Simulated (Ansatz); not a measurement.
# BBrH₄Si: small, medium and large basis sets

One table from this session's results is given with a row withheld; the runs are named, their logs left out.

The runs use Ansatz 0.2.0, Gaussian basis; one geometry, several basis sets.

The runs, in order: PBE0-D4/def2-SVP; ωB97M-V/def2-SVP; PBE0-D4/def2-QZVPP; ωB97M-V/def2-QZVPP; the functionals' def2-TZVPP values are taken from earlier runs.

## The geometry

All runs share one geometry, relaxed beforehand with PBE0-D4 in a triple-zeta def2 set.

7 atoms, charge 0, spin multiplicity 1.

Atoms are counted from 1 here; the program's logs count them from 0.

Bond lengths: B1–Si2 2.004 Å, B1–H4 1.193 Å, B1–H5 1.197 Å, Si2–Br3 2.231 Å, Si2–H6 1.488 Å, Si2–H7 1.488 Å. Angles: Si2–B1–H4 123.5°, Si2–B1–H5 118.0°, H4–B1–H5 118.6°, B1–Si2–Br3 113.6°, B1–Si2–H6 110.3°, B1–Si2–H7 110.0°, Br3–Si2–H6 107.2°, Br3–Si2–H7 107.3°, H6–Si2–H7 108.3°.

Set-up of the first run:

The input, in.yaml:

```yaml
crystal:
  periodic: [false, false, false]
  atoms:
    - {symbol: B, position_ang: [-0.998019, 0.119913, -0.732117]}
    - {symbol: Si, position_ang: [0.637224, 0.041457, 0.423948]}
    - {symbol: Br, position_ang: [1.126251, -2.014006, 1.140792]}
    - {symbol: H, position_ang: [-1.643468, -0.839363, -1.025137]}
    - {symbol: H, position_ang: [-1.339145, 1.188093, -1.149729]}
    - {symbol: H, position_ang: [0.459226, 0.897329, 1.627841]}
    - {symbol: H, position_ang: [1.819133, 0.538579, -0.331198]}
basis:
  gaussian: {orbitals: def2-SVP}
hamiltonian: {xc: pbe0, dispersion: d4}
output: {orbitals: {seedname: orbitals}}
```

Command:

```sh
$ ansatz run in.yaml --threads 2 --pin off --events-out ev --progress --plain --max-ram 4352MiB
```

Among the steps run: PBE0-D4 in def2-SVP; ωB97M-V in def2-SVP; PBE0-D4 in def2-QZVPP; ωB97M-V in def2-QZVPP.

One table of the session follows, with a row left open; its other results are not shown here.

It belongs to the step «Functionals by basis». 

```
functional       basis  HOMO (eV)  LUMO (eV)
   PBE0-D4    def2-SVP          ?          ?
   PBE0-D4  def2-TZVPP      -8.04      -2.80
   PBE0-D4  def2-QZVPP      -8.05      -2.81
   ωB97M-V    def2-SVP     -10.06      -0.69
   ωB97M-V  def2-TZVPP     -10.20      -0.82
   ωB97M-V  def2-QZVPP     -10.21      -0.86
```

Estimate the missing values for PBE0-D4, def2-SVP.

The run gave: HOMO (eV): -7.94; LUMO (eV): -2.77. In the column «HOMO (eV)» it is the highest.
